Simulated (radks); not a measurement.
# Ca⁴⁺ in [Ne] 3s2 3p4: an all-electron calculation

One table from this session's results is given with a row withheld; the runs are named, their logs left out.

Program: radks (a radial shooting solver on a logarithmic mesh, Libxc functionals) version 1. Level of theory: non-relativistic Kohn-Sham, PW91, spin-polarised, spherical densities, point nucleus; open shells are filled with parallel spins first. These are calculated values, not measurements, unless marked.

### Starting point

```
element       : calcium (Z = 20)
charge        : +4
electrons     : 16
configuration : [Ne] 3s2 3p4
```

Outer shells as boxes (Hund's rule):

Ca⁴⁺
```
[Ne] core
3s [↑↓]
3p [↑↓][↑ ][↑ ]
```

Set-up of the first run:

The run's settings:

```text
Z 20
configuration [Ne] 3s2 3p4
relativity non-relativistic
functional pw91,pw91
spin polarised
nucleus point
```

Command:

```bash
$ python run_ks.py task.json out
```

The same process makes all the runs of this session.

One table of the session follows, with a row left open; its other results are not shown here.

It belongs to the step «Orbitals and density». Sizes of the orbitals, from the radial functions (bohr):

```
  level      <r>  outermost maximum (interpolated)  90 % within  nodes
  1s up  0.07737                            0.0508        0.138      0
1s down  0.07736                            0.0508        0.138      0
  2s up   0.3663                             0.302        0.570      1
2s down   0.3661                             0.302        0.569      1
  2p up   0.3278                             0.247        0.540      0
2p down   0.3277                             0.247        0.540      0
  3s up    1.099                             0.973         1.62      2
3s down    1.105                             0.974         1.64      2
  3p up        ?                                 ?            ?      ?
3p down    1.167                              1.01         1.77      1
```

Estimate the missing values for 3p up.

The run gave: <r>: 1.157; outermost maximum (interpolated): 1.00; 90 % within: 1.75; nodes: 1. In the column «<r>» it lies between 3s down (1.105) and 3p down (1.167).

Limits of these values: Open shells are spherical and high-spin; term and fine-structure splittings are not resolved.
